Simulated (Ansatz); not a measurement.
# Co3Ge2: the cost of one run

Method: DFT PBEsol, scalar-relativistic, plane waves, PAW, in Ansatz 0.2.0.

1 further run of the same task is left out (set aside as unsound or not needed).

## 1. The structure to begin with

Symmetry: P-6m2, No. 187, hexagonal system. Conventional cell: a = 3.873 Å, b = 3.873 Å, c = 4.796 Å, α = 90.00°, β = 90.00°, γ = 120.00°. Around Co (site symmetry 3m) lie 5 Co at 2.32 to 2.55 Å and 6 Ge at 2.52 to 2.55 Å. Around Co (site symmetry -6m2) lie 5 Ge at 2.24 to 2.40 Å and 6 Co at 2.55 Å. Ge (site symmetry -6m2) has 8 Co at 2.40 to 2.52 Å as nearest neighbours. Ge (site symmetry -6m2) is surrounded by 9 Co at 2.24 to 2.55 Å.

Coordinates:

```cif
data_structure
_symmetry_space_group_name_H-M 'P-6m2'
_symmetry_Int_Tables_number 187
_cell_length_a 3.8731
_cell_length_b 3.8731
_cell_length_c 4.7956
_cell_angle_alpha 90.000
_cell_angle_beta 90.000
_cell_angle_gamma 120.000
_cell_volume 62.30
loop_
_atom_site_label
_atom_site_type_symbol
_atom_site_symmetry_multiplicity
_atom_site_Wyckoff_symbol
_atom_site_fract_x
_atom_site_fract_y
_atom_site_fract_z
_atom_site_occupancy
Co1 Co 2 i 0.66667 0.33333 0.24229 1
Co2 Co 1 b 0.00000 0.00000 0.50000 1
Ge1 Ge 1 a 0.00000 0.00000 0.00000 1
Ge2 Ge 1 d 0.33333 0.66667 0.50000 1
```

It goes back to an entry of the Materials Project, which need not be the stable form.

It is the result of an earlier relaxation at this level (volume 12.46 Å³/atom; gap on the mesh: none (metal), site moments up to 0.8 μB).

## 2. Electronic structure at the relaxed geometry

Contents of input.yaml:

```yaml
crystal:
  lattice:
    - [3.873132987, 0.0, 0.0]
    - [-1.9365664935, 3.354231559, 0.0]
    - [0.0, 0.0, 4.795604389]
  atoms:
    - { symbol: Co, position: [0.6666666667, 0.3333333333, 0.2422894061], spin: 0.86 }
    - { symbol: Co, position: [0.6666666667, 0.3333333333, 0.7577105939], spin: 0.86 }
    - { symbol: Co, position: [0.0, 0.0, 0.5], spin: 0.44 }
    - { symbol: Ge, position: [0.0, 0.0, 0.0] }
    - { symbol: Ge, position: [0.3333333333, 0.6666666667, 0.5] }
basis:
  ecutwfc: 420
kpoints:
  mp_grid: { grid: [12, 12, 8] }
  band_path:
    path:
      - [[0.0, 0.0, 0.0], [0.5, 0.0, 0.0], [0.33333333, 0.33333333, 0.0], [0.0, 0.0, 0.0], [0.0, 0.0, 0.5], [0.5, 0.0, 0.5], [0.33333333, 0.33333333, 0.5], [0.0, 0.0, 0.5]]
      - [[0.5, 0.0, 0.5], [0.5, 0.0, 0.0]]
      - [[0.33333333, 0.33333333, 0.5], [0.33333333, 0.33333333, 0.0]]
    npoints: 14
hamiltonian:
  xc: pbesol
scf:
  occupations: { method: gaussian, width: 0.1 }
  n_extra_bands: 12
output:
  forces: true
  stress: true
  eigenvalues: true
  populations: true
  dos: { projected: true, de: 0.02, nscf_kmesh: { grid: [18, 18, 12] } }
  bader: true
magnetization:
  spin_polarized: true
checkpoint:
  read: start.run
  write: ck
  compress: false
  write_wavefunctions: false
  write_every: 100000
```

On the command line:

```
$ ansatz run input.yaml --threads 1 --pin off --max-ram 2560MiB --backend cpu --events-out ev --progress --plain --runs-dir out
```

Q: Estimate wall time and peak memory on 1 thread of Oxide Virtual Turin-like (Zen 5), shared host.

About 5.4 min, with a peak of 0.96 GiB.
